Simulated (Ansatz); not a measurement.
# CoO, space group P3m1: a comparison of magnetic orders

Program: Ansatz's Python interface.

Notebook, run cell by cell (the value of a cell's last expression is shown):

In [1]:
```python
import ansatz as az
import numpy as np
from tabulate import tabulate
```

In [2]:
```python
def count_gap(report):
    # lowest empty less highest filled band, counting bands; zero where they overlap
    return max(report.get("gap_by_band_count_ev") or 0.0, 0.0)
```

In [3]:
```python
CELL = [
    [3.197646, 0.0, 0.0],
    [-1.598823, 2.769242, 0.0],
    [0.0, 0.0, 5.22871],
]
ATOMS = [
    ("Co", [0.0, 0.0, 0.003474]),
    ("Co", [1 / 3, 2 / 3, 0.503362]),
    ("O", [0.0, 0.0, 0.371609]),
    ("O", [1 / 3, 2 / 3, 0.871556]),
]


def magnet(moments):
    crystal = az.Crystal(lattice=az.Lattice.of(CELL))
    for (symbol, position), moment in zip(ATOMS, moments):
        crystal = crystal.atom(symbol, position, moment=moment or None)
    return crystal
```

In [4]:
```python
orders = {
    "FM": [2.0, 2.0, 0, 0],
    "AFM": [2.0, -2.0, 0, 0],
}
```

In [5]:
```python
rows = []
for label, moments in orders.items():
    model = (
        magnet(moments).calculation()
        .functional("lda")
        .pseudopotentials("paw")
        .basis(420)
        .kpoints(8, 8, 5)
        .occupations("Fermi-Dirac", width=0.1)
        .spin("collinear")
        .band_table()
    )
    summary = model.run(threads=1).report
    rows.append((label, summary["free_energy_ev"], summary["magnetization_mub"], summary["absolute_magnetization_mub"], max(abs(m) for m in summary["site_moments_mub"]), count_gap(summary)))
    print(label, "site moments:", [round(m, 2) for m in summary["site_moments_mub"]])

lowest = min(row[1] for row in rows)
rows = [(row[0], 1000 * (row[1] - lowest) / 2, *row[2:]) for row in sorted(rows, key=lambda row: row[1])]
print(tabulate(rows, headers=["order", "meV/magnetic atom", "net muB", "absolute muB", "largest site muB", "gap by band count eV"], floatfmt=".4f", tablefmt="plain"))
print("lowest of these starts:", rows[0][0])
```
```text
RunWarning: the starting moments were not kept: 1 of 2 ended reversed and 1 kept their direction, counting a site from 0.1 μB. The largest reversed, site 1 (counted from 0, in the order of the report's site_moments_mub), started with +2.0 μB and closes at -2.0e0 μB in its sphere. The net magnetisation is 1.2e-3 μB in size, at most 0.1 of the 4 μB that the starting moments add up to as vectors. [...]
FM site moments: [1.98, -1.97, -0.14, 0.14]
AFM site moments: [1.98, -1.97, -0.14, 0.14]
order      meV/magnetic atom    net muB    absolute muB    largest site muB    gap by band count eV
AFM                   0.0000     0.0012          4.6615              1.9751                  0.0000
FM                    0.0000     0.0012          4.6616              1.9751                  0.0000
lowest of these starts: AFM
```

The SCF didn't keep the moments it started from (some shrank, vanished or turned); what is printed is the state reached. For a metal this k-point mesh is coarse: on a finer one energies can move by several to tens of meV an atom and pressures by half a GPa or more, differences at one mesh by less. Within a few hundredths of an angstrom the cell has the higher group P6_3mc; the lower one is a small distortion. A gap by band count of zero or less means overlapping bands, a metal. Without a Hubbard U or exact exchange, semilocal functionals often make such 3d compounds metallic or too weakly gapped. The structure comes from a database of computed cells and needn't be a stable or known phase. Gaps and levels are Kohn-Sham values on a finite set of k-points. Warnings are shown shortened and without file and line. Each row is the state reached from that start at the given structure, not necessarily the lowest of its order; other orders weren't tried. It ran for 35 s on 1 thread of Arm Neoverse V2, on a shared host, peak memory 0.45 GiB.
